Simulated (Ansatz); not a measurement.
# YCuBP: the cost of one run

Computed with Ansatz 0.2.0 (DFT PBE, scalar-relativistic, plane waves, PAW, unless a step's input says otherwise).

### Step 1. The system as given

Symmetry: P4/mmm, No. 123, tetragonal system. The conventional cell has a = 3.747 Å, b = 3.747 Å, c = 5.254 Å, α = 90.00°, β = 90.00°, γ = 90.00°. Y (site symmetry 4/mmm) is surrounded by 2 Cu at 2.63 Å and 4 P at 2.65 Å. Around Cu (site symmetry 4/mmm) lie 2 Y at 2.63 Å and 4 B at 2.65 Å. B (site symmetry 4/mmm) is surrounded by 2 P at 2.63 Å and 4 Cu at 2.65 Å. P (site symmetry 4/mmm) has 2 B at 2.63 Å and 4 Y at 2.65 Å as nearest neighbours.

As a file:

```
CELL_PARAMETERS angstrom
3.74681 0.00000 0.00000
0.00000 3.74681 0.00000
0.00000 0.00000 5.25443
ATOMIC_POSITIONS crystal
Y 0.00000 0.00000 0.50000
Cu 0.00000 0.00000 0.00000
B 0.50000 0.50000 0.00000
P 0.50000 0.50000 0.50000
```

The cell was relaxed beforehand at this level, from a generated guess; it needn't be the stable form of this composition. At a tolerance of 0.05 Å it has space group P4/mmm (No. 123); it has 18.44 Å³/atom, an uncorrected energy of +0.56 eV/atom over the elements.

### Step 2. Bands, states and charges

The input, input.yaml:

```yaml
crystal:
  lattice:
    - [3.7468089446, 0.0, 0.0]
    - [0.0, 3.7468089446, 0.0]
    - [0.0, 0.0, 5.2544332394]
  atoms:
    - { symbol: "Y", position: [0.0, 0.0, 0.5] }
    - { symbol: Cu, position: [0.0, 0.0, 0.0] }
    - { symbol: B, position: [0.5, 0.5, 0.0] }
    - { symbol: P, position: [0.5, 0.5, 0.5] }
basis:
  ecutwfc: 420
kpoints:
  mp_grid: { grid: [12, 12, 10] }
  band_path:
    path:
      - [[0.0, 0.0, 0.0], [0.0, 0.5, 0.0], [0.5, 0.5, 0.0], [0.0, 0.0, 0.0], [0.0, 0.0, 0.5], [0.0, 0.5, 0.5], [0.5, 0.5, 0.5], [0.0, 0.0, 0.5]]
      - [[0.0, 0.5, 0.0], [0.0, 0.5, 0.5]]
      - [[0.5, 0.5, 0.0], [0.5, 0.5, 0.5]]
    npoints: 14
hamiltonian:
  xc: pbe
scf:
  occupations: { method: gaussian, width: 0.1 }
  n_extra_bands: 10
output:
  forces: true
  stress: true
  eigenvalues: true
  populations: true
  dos: { projected: true, de: 0.02, nscf_kmesh: { grid: [15, 15, 12] } }
  bader: true
  write_density: true
  write_potential: true
  elf: true
  volumetric_format: npy
```

Launch:

```console
> ansatz run input.yaml --threads 1 --pin off --max-ram 2048MiB --backend cpu --events-out ev --progress --plain --runs-dir out
```

Q: Estimate wall time and peak memory on 1 thread of Arm Neoverse V1, shared host.

About 69 s, with a peak of 0.62 GiB.
